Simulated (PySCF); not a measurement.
# H6N2SSi: the cost of one run

Computed with PySCF 2.14.0, with density-fitted response routines of our own, on a single molecule in the gas phase. Atoms count from 0, in the outputs and in this text.

## Step 1: The starting structure

10 atoms, charge 0, multiplicity 1; geometry from: GFN2-xTB. The atoms were then displaced at random by about 0.01 Å, so the start is not that level's minimum.

Bonds of the start (Å): N0–Si1 1.69, Si1–N2 1.73, Si1–S3 2.19, N0–H4 1.03, N0–H5 1.02, Si1–H6 1.46, N2–H7 1.01, N2–H8 1.00, S3–H9 1.30.

## Step 2: Relaxing the molecule at PBE0-D3(BJ)/def2-SVP

The job: settings as JSON, then the geometry in Å.

```
{"job": {"xc": "PBE0", "basis": "def2-SVP", "d3": "d3bj", "grid": 1, "shake": 0.01, "kind": "geom"}, "charge": 0, "multiplicity": 1}
N     -0.218030     1.474120    -0.146340
Si     0.077150    -0.105810     0.382610
N     -0.977670    -1.324240    -0.244190
S      2.029970    -0.651560    -0.435710
H     -1.076530     1.953700     0.157550
H     -0.065260     1.740430    -1.116650
H      0.203430    -0.007270     1.837160
H     -0.581670    -2.245700    -0.383850
H     -1.919620    -1.352430     0.081740
H      2.578670     0.497820    -0.153380
```

Command:

```console
$ OMP_NUM_THREADS=1 python probes_run.py task.json out
```

One launch serves the whole session: the jobs run in the order shown.

**Question.** How long does this first job take on 1 thread of Arm Neoverse V1, shared host, and how much memory does it need?

About 48 s, with a peak of 0.39 GiB.
